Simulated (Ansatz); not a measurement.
This was printed by a script on Ansatz's Python interface, for a single point in a Gaussian basis of C4H10Si2, SMILES C[SiH](C)C#C[SiH3]. What did the script look like? Use: B3LYP, 6-31G basis, multiplicity 1.

```xyz
16

C    -1.3455    1.0983   -1.6995
Si   -1.1513   -0.3054   -0.4847
C    -2.2054    0.0228    1.0203
C     0.5888   -0.4354    0.0139
C     1.7438   -0.5201    0.3456
Si    3.4838   -0.6467    0.8456
H    -2.4092    1.1783   -2.0041
H    -1.0249    2.0473   -1.2226
H    -0.7184    0.9030   -2.5935
H    -1.5760   -1.5631   -1.1163
H    -1.8846    0.9720    1.4967
H    -3.2690    0.1029    0.7156
H    -2.0891   -0.8114    1.7421
H     3.9974   -1.9792    0.4950
H     4.2689    0.3820    0.1476
H     3.5907   -0.4453    2.2982
```

Running `python c4h10si2_energy.py` prints:
```text
E = -20062.922568 eV = -737.2988052 Ha
converged: True  doubts: none
forces (eV/A)
  C    -0.0123    0.6147   -0.6838
  Si   -0.4255    0.0444   -0.1174
  C    -0.4742    0.0363    0.7839
  C    -1.2547   -0.0590   -0.4196
  C     1.4867   -0.0826    0.4372
  Si    0.1854   -0.0202    0.0521
  H     0.4844    0.1012    0.0170
  H    -0.1716   -0.3237   -0.3699
  H    -0.3476    0.3029    0.2952
  H    -0.0979   -0.5973   -0.2672
  H    -0.2663   -0.4422   -0.0711
  H     0.3940   -0.0099    0.2971
  H    -0.2042    0.4804   -0.1569
  H     0.2490   -0.4855   -0.1083
  H     0.3510    0.3711   -0.2352
  H     0.1038    0.0696    0.5468
dipole (D): -0.442 0.510 0.062, length 0.677
atom  Mulliken   Lowdin
C       -0.697   -0.525
Si       0.786    0.634
C       -0.697   -0.525
C       -0.223   -0.247
C       -0.310   -0.276
Si       0.539    0.572
H        0.161    0.134
H        0.169    0.137
H        0.169    0.137
H       -0.113   -0.130
H        0.169    0.137
H        0.161    0.134
H        0.169    0.137
H       -0.093   -0.105
H       -0.094   -0.106
H       -0.094   -0.106
HOMO -7.429 eV, LUMO 0.071 eV, gap 7.499 eV
```

One script that gives this output:

`c4h10si2_energy.py`:
```python
from pathlib import Path

import ansatz as az
import numpy as np

geometry_ang = [
    ('C', (-1.3455, 1.0983, -1.6995)),
    ('Si', (-1.1513, -0.3054, -0.4847)),
    ('C', (-2.2054, 0.0228, 1.0203)),
    ('C', (0.5888, -0.4354, 0.0139)),
    ('C', (1.7438, -0.5201, 0.3456)),
    ('Si', (3.4838, -0.6467, 0.8456)),
    ('H', (-2.4092, 1.1783, -2.0041)),
    ('H', (-1.0249, 2.0473, -1.2226)),
    ('H', (-0.7184, 0.903, -2.5935)),
    ('H', (-1.576, -1.5631, -1.1163)),
    ('H', (-1.8846, 0.972, 1.4967)),
    ('H', (-3.269, 0.1029, 0.7156)),
    ('H', (-2.0891, -0.8114, 1.7421)),
    ('H', (3.9974, -1.9792, 0.495)),
    ('H', (4.2689, 0.382, 0.1476)),
    ('H', (3.5907, -0.4453, 2.2982)),
]
molecule = az.Crystal.molecule()
for symbol, xyz in geometry_ang:
    molecule = molecule.atom(symbol, xyz)

model = (
    molecule.calculation()
    .basis(gaussian='6-31G')
    .functional('B3LYP')
    .forces()
    .orbitals()
)
result = model.run(threads=1, runs_dir='c4h10si2_runs')
r = result.report

print(f'E = {r["free_energy_ev"]:.6f} eV = {r["free_energy_ev"] / 27.211386246:.7f} Ha')
print('converged:', r['converged'], ' doubts:', r['published_state_doubts'] or 'none')

symbols = [site.symbol for site in molecule.cartesian_sites]
print('forces (eV/A)')
for symbol, f in zip(symbols, r['forces_ev_ang']):
    print(f'  {symbol:2s} {f[0]:9.4f} {f[1]:9.4f} {f[2]:9.4f}')

charges = r['charge_distribution']
dipole = np.array(charges['dipole_moment_e_ang']) * 4.803205
print('dipole (D): {:.3f} {:.3f} {:.3f}, length {:.3f}'.format(*dipole, np.linalg.norm(dipole)))
print('atom  Mulliken   Lowdin')
for symbol, m, l in zip(symbols, charges['mulliken_charges_e'], charges['lowdin_charges_e']):
    print(f'{symbol:4s} {m:9.3f} {l:8.3f}')

lines = Path(r['orbitals_path']).read_text().splitlines()
field_of = lambda key: [line.split('=')[1].strip() for line in lines if line.startswith(key)]
orbitals = [(27.211386 * float(e), s, float(n)) for e, s, n in zip(field_of('Ene='), field_of('Spin='), field_of('Occup='))]
homo = max(e for e, _, n in orbitals if n > 0.5)
lumo = min(e for e, _, n in orbitals if n < 0.5)
print(f'HOMO {homo:.3f} eV, LUMO {lumo:.3f} eV, gap {lumo - homo:.3f} eV')
```

These settings explore the input space; basis and method may be short of convergence. The geometry is a force-field or estimated start, not a minimum of this method, and the basis set is short of its limit. The Löwdin charges here are taken after orthogonalising the functions within each atom; they differ from plain Löwdin charges, and their signs can be unphysical. b3lyp holds the VWN-RPA fit, as in Gaussian; the form of ORCA and Turbomole is b3lyp5. Levels such as HOMO and LUMO are orbital energies: with these approximate functionals they aren't the ionisation energy and electron affinity, and their gap isn't the fundamental gap. It ran for 5.7 s on 1 thread of Intel(R) Xeon(R) Platinum 8488C (Sapphire Rapids) (shared host), peak memory 0.26 GiB.

(Lines on the test bed's own set-up are left out of the output.)
